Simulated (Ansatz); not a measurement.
# Pb (hcp type): how the settings move a single-point run

Question: which choices in the input matter for Pb (hcp type)?

Method: reference: DFT, PBEsol, PAW with Ansatz's default frozen-core files, scalar-relativistic, in Ansatz 0.2.0.

1 further run of the same task is left out (set aside as unsound or not needed). Runs told in other sessions of the task aren't counted.

## Step 1: The starting structure

It takes space group P6_3/mmc (No. 194, hexagonal). The conventional cell has a = 2.752 Å, b = 2.752 Å, c = 4.542 Å, α = 90.00°, β = 90.00°, γ = 120.00°. Pb (site symmetry -6m2) is surrounded by 12 Pb at 2.75 to 2.77 Å.

As a file:

```xyz
2
Lattice="2.7522 0.0000 0.0000 -1.3761 2.3834 0.0000 0.0000 0.0000 4.5422" Properties=species:S:1:pos:R:3 pbc="T T T"
Pb    0.0000    1.5890    1.1355
Pb    1.3761    0.7945    3.4066
```

## Step 2: Baseline

input.yaml reads:

```yaml
crystal:
  lattice:
    - [2.7521630035, 0.0, 0.0]
    - [-1.3760815017, 2.3834430764, 0.0]
    - [0.0, 0.0, 4.5421981697]
  atoms:
    - { symbol: Pb, position: [0.3333333333, 0.6666666667, 0.25] }
    - { symbol: Pb, position: [0.6666666667, 0.3333333333, 0.75] }
kpoints:
  mp_grid: { grid: [14, 14, 8] }
scf:
  occupations: { method: fermi_dirac, width: 0.05 }
hamiltonian:
  xc: pbesol
  pseudopotentials: { kind: paw }
output:
  forces: true
  stress: true
  eigenvalues: true
  write_density: true
  write_potential: true
  elf: true
  volumetric_format: npy
basis:
  ecutwfc: 250
```

Run with:

```console
ansatz run input.yaml --threads 1 --pin off --max-ram 2048MiB --backend cpu --events-out ev --progress --plain --runs-dir out
```

## Step 3: Changing settings: scf.algorithm density_mixing, pseudopotentials.kind nc, pseudopotentials.accuracy standard

input.yaml, as its differences from that of step 2:

```diff
@@ -12,5 +12,6 @@
   occupations: { method: fermi_dirac, width: 0.05 }
+  algorithm: density_mixing
 hamiltonian:
   xc: pbesol
-  pseudopotentials: { kind: paw }
+  pseudopotentials: { kind: nc, accuracy: standard }
 output:
@@ -19,6 +20,2 @@
   eigenvalues: true
-  write_density: true
-  write_potential: true
-  elf: true
-  volumetric_format: npy
 basis:
```

What does the calculation give? Wanted: for each run, ending; energy change; pressure; gap; force.

As calculated:

| run | ending | energy change | pressure (GPa) | gap (eV) | force (eV/Å) | cycles | time |
| --- | --- | --- | --- | --- | --- | --- | --- |
| reference | converged | - | 185.6 | 0.00 | 0.00 | 6 | 2.9 s |
| 1: scf.algorithm density_mixing, pseudopotentials.kind nc, pseudopotentials.accuracy standard | converged | not comparable | 197.0 | 0.00 | 0.00 | 7 | 1.6 s |

Times don't compare one to one where runs were asked for different outputs or read a saved state (see the inputs); cycles may leave out searches for a lower state.

Residual by cycle in the longest SCF loop of each run; runs are numbered as in the table. The quantity is the density residual dr2, in eV.

| cycle | reference | run 1 |
| --- | --- | --- |
| 1 | 0.145 | 38.6 |
| 2 | 0.0374 | 11.6 |
| 3 | 5.1e-4 | 0.0344 |
| 4 | 1.3e-6 | 8.1e-4 |
| 5 | 2.0e-6 | 1.8e-5 |
| 6 | 5.1e-8 | 3.0e-7 |
| 7 | - | 3.6e-10 |

After a change of potentials the difference of the totals has no physical meaning; the pressure goes from 185.6 to 197.0 GPa. The cutoff is far under what these potentials recommend, so these values carry a basis error that can be large. The structure is not at rest: the sound run finds 186 GPa, so these are no properties of the relaxed crystal. 
